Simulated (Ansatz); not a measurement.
# FH₂O₂Si radical: basis-set convergence

The task here is to estimate one member of a computed series from the others.

Computed with Ansatz 0.2.0, Gaussian basis. Level: one geometry, several basis sets.

Plan: PBE0-D4/def2-SVP; ωB97M-V/def2-SVP; PBE0-D4/def2-QZVPP; ωB97M-V/def2-QZVPP; the functionals' def2-TZVPP values are taken from earlier runs.

### The relaxed structure

The geometry comes from an earlier relaxation with PBE0-D4 in a triple-zeta def2 set; it is a stationary point.

SMILES `O[Si](O)F`, 6 atoms, charge 0, spin multiplicity 2.

Atoms are counted from 1 here; the program's logs count them from 0.

Bond lengths: O1–Si2 1.630 Å, O1–H5 0.959 Å, Si2–O3 1.639 Å, Si2–F4 1.594 Å, O3–H6 0.959 Å. Angles: Si2–O1–H5 117.1°, O1–Si2–O3 107.8°, O1–Si2–F4 105.4°, O3–Si2–F4 111.3°, Si2–O3–H6 117.8°.

Geometry (Å):

```tsv
atom	x (Å)	y (Å)	z (Å)
O1	-0.8873	1.0320	-0.6263
Si2	0.3829	0.0262	-0.4465
O3	0.3463	-0.5607	1.0834
F4	0.1594	-1.1339	-1.5163
H5	-1.0516	1.6588	0.0811
H6	1.0923	-1.0866	1.3785
```

The first run:

Contents of in.yaml:

```yaml
crystal:
  periodic: [false, false, false]
  atoms:
    - {symbol: O, position_ang: [-0.887312, 1.032021, -0.626322]}
    - {symbol: Si, position_ang: [0.382886, 0.026226, -0.446519]}
    - {symbol: O, position_ang: [0.346326, -0.560693, 1.083424]}
    - {symbol: F, position_ang: [0.159445, -1.133927, -1.516285]}
    - {symbol: H, position_ang: [-1.051627, 1.658840, 0.081082]}
    - {symbol: H, position_ang: [1.092282, -1.086566, 1.378520]}
basis:
  gaussian: {orbitals: def2-SVP}
magnetization: {spin_polarized: true, initial_magnetization: 1}
hamiltonian: {xc: pbe0, dispersion: d4}
output: {orbitals: {seedname: orbitals}}
```

Steps of the session up to this table: PBE0-D4 in def2-SVP; ωB97M-V in def2-SVP; PBE0-D4 in def2-QZVPP; ωB97M-V in def2-QZVPP.

One of the session's tables, all rows but one given; the rest of the session is left out.

It belongs to the step «Functionals by basis». 

| functional | basis | HOMO (eV) | LUMO (eV) |
| --- | --- | --- | --- |
| PBE0-D4 | def2-SVP | -6.19 | -2.13 |
| PBE0-D4 | def2-TZVPP | ? | ? |
| PBE0-D4 | def2-QZVPP | -6.49 | -2.36 |
| ωB97M-V | def2-SVP | -7.99 | -0.49 |
| ωB97M-V | def2-TZVPP | -8.23 | -0.69 |
| ωB97M-V | def2-QZVPP | -8.31 | -0.85 |

**Question.** Estimate the row for PBE0-D4, def2-TZVPP.

As computed: HOMO (eV): -6.41; LUMO (eV): -2.24. In the column «HOMO (eV)» it lies between PBE0-D4, def2-QZVPP (-6.49) and PBE0-D4, def2-SVP (-6.19).
